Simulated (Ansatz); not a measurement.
Input of an Ansatz 0.2.0 run:

File input.yaml:

```yaml
crystal:
  lattice:
    - [7.58666, -1.70971, -1.17576]
    - [7.58666, 1.70971, -1.17576]
    - [-2.02446, 0.0, 13.05155]
  atoms:
    - { symbol: Hf, position: [0.94514, 0.94514, 0.06144] }
    - { symbol: Hf, position: [0.60628, 0.60628, 0.28309] }
    - { symbol: Pd, position: [0.1792, 0.1792, 0.50964] }
    - { symbol: Pd, position: [0.32286, 0.32286, 0.74307] }
    - { symbol: Se, position: [0.92232, 0.92232, 0.84566] }
    - { symbol: Se, position: [0.78991, 0.78991, 0.588] }
    - { symbol: Br, position: [0.58645, 0.58645, 0.0452] }
    - { symbol: Br, position: [0.24604, 0.24604, 0.28651] }
    - { symbol: O, position: [0.59701, 0.59701, 0.42127] }
    - { symbol: O, position: [0.38554, 0.38554, 0.07302] }
    - { symbol: O, position: [0.03094, 0.03094, 0.22169] }
hamiltonian:
  xc: pbe
  pseudopotentials: { kind: paw }
kpoints:
  mp_grid: { grid: [8, 8, 2] }
  band_path:
    path:
      - [[0.0, 0.0, 0.0], [0.5, 0.5, -1.0], [0.3682145576, 0.3682145576, -1.1708748028], [0.5, 0.5, -0.5], [0.7411549895, 0.2588450105, -0.5]]
      - [[0.2588450105, -0.2588450105, 0.5], [0.0, 0.0, 0.5], [0.6317854424, 0.6317854424, 0.1708748028]]
      - [[0.5, 0.5, -1.0], [0.7275117419, 0.2724882581, -1.0]]
      - [[0.2724882581, -0.2724882581, 0.0], [0.0, 0.0, 0.0], [0.5, 0.0, -0.5]]
      - [[0.5, 0.0, 0.0], [0.0, 0.0, 0.0]]
    npoints: 10
scf:
  occupations: { method: fermi_dirac, width: 0.05 }
  n_extra_bands: 27
output:
  forces: true
  stress: true
  eigenvalues: true
  fatbands: false
```

Potentials or basis: Ansatz PAW.

Command:

```sh
$ ansatz run input.yaml --threads 8 --pin off --max-ram 20480MiB --backend cpu --events-out ev --progress --plain --runs-dir out
```

Q: Predict the band gap on the k mesh.

A: 0.84 eV, indirect (least direct gap 0.88 eV).

Q: What does it give for the pressure?

A: 0.0 GPa.

Q: What does it give for the band gap along the path?

A: 0.65 eV, direct.

Q: Estimate the largest force.

A: 0.006 eV/Å.

Levels at the corners of the path, in eV from the valence-band top:
```tsv
point	band 73	band 74	band 75	band 76	band 77	band 78	band 79	band 80
Γ	-1.03	-0.65	-0.34	-0.11	1.22	2.10	2.58	2.91
Y	-0.97	-0.67	-0.33	-0.19	1.24	2.09	2.52	3.03
F	-1.02	-0.66	-0.34	-0.14	1.23	2.10	2.56	3.01
L	-1.03	-0.66	-0.35	-0.11	1.22	2.10	2.58	3.00
I	-0.93	-0.84	-0.65	-0.45	1.33	1.85	2.73	2.83
I1	-0.93	-0.84	-0.65	-0.45	1.33	1.85	2.73	2.83
Z	-0.97	-0.65	-0.32	-0.21	1.24	2.09	2.52	2.93
F1	-1.02	-0.66	-0.34	-0.14	1.23	2.10	2.56	3.01
Y	-0.97	-0.67	-0.33	-0.19	1.24	2.09	2.52	3.03
X1	-0.98	-0.77	-0.65	-0.43	1.32	1.82	2.68	2.81
X	-0.98	-0.77	-0.65	-0.43	1.32	1.82	2.68	2.81
Γ	-1.03	-0.65	-0.34	-0.11	1.22	2.10	2.58	2.91
N	-0.93	-0.84	-0.66	-0.45	1.33	1.86	2.73	2.84
M	-0.94	-0.83	-0.65	-0.45	1.33	1.85	2.75	2.84
Γ	-1.03	-0.65	-0.34	-0.11	1.22	2.10	2.58	2.91
```

Caveat: the k mesh misses the band edges, so the gap on the mesh is wider than the one along the path; spin-orbit coupling is left out, which moves the levels of the heavy elements. A hybrid or GW would open this gap; PBE tends to underestimate it.
